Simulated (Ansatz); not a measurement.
# MnS: the cost of one run

Program: Ansatz 0.2.0. Level of theory: DFT PBEsol+U (U = 2 eV, J = 0.5 eV on Mn d), plane waves, PAW. These are calculated values, not measurements.

**1. The structure to begin with**

The structure is cubic, space group Fm-3m (No. 225). Conventional cell: a = 5.224 Å, b = 5.224 Å, c = 5.224 Å, α = 90.00°, β = 90.00°, γ = 90.00°. Mn (site symmetry m-3m) is surrounded by 6 S at 2.61 Å. S (site symmetry m-3m) is surrounded by 6 Mn at 2.61 Å.

As a file:

```
CELL_PARAMETERS angstrom
0.00000 2.61225 2.61225
2.61225 0.00000 2.61225
2.61225 2.61225 0.00000
ATOMIC_POSITIONS crystal
Mn 0.00000 0.00000 0.00000
S 0.50000 0.50000 0.50000
```

Magnetic order typed: ferromagnetic.

**2. From atoms, symmetry kept, no search**

input.yaml

```yaml
crystal:
  lattice:
    - [0.0, 2.61224989, 2.61224989]
    - [2.61224989, 0.0, 2.61224989]
    - [2.61224989, 2.61224989, 0.0]
  atoms:
    - { symbol: Mn, position: [0.0, 0.0, 0.0], spin: 5.0 }
    - { symbol: S, position: [0.5, 0.5, 0.5] }
basis:
  ecutwfc: 420
  ecutrho_ratio: 4
kpoints:
  mp_grid: { grid: [6, 6, 6] }
hamiltonian:
  xc: pbesol
  hubbard: { sites: [{ site: 0, l: d, u: 2.0, j: 0.5 }] }
scf:
  occupations: { method: gaussian, width: 0.05 }
  lower_state_search: "off"
  max_iter: 150
output:
  forces: true
  stress: true
  eigenvalues: true
  populations: true
  hubbard: { sites: [{ site: 0, l: d }] }
magnetization:
  spin_polarized: true
```

Run with:

```bash
$ ansatz run input.yaml --threads 2 --pin off --max-ram 3072MiB --backend cpu --events-out ev --progress --plain --runs-dir out
```

What time and memory should one allow on 2 threads of Arm Neoverse V2, shared host?

About 1.4 s, with a peak of 0.3 GiB.
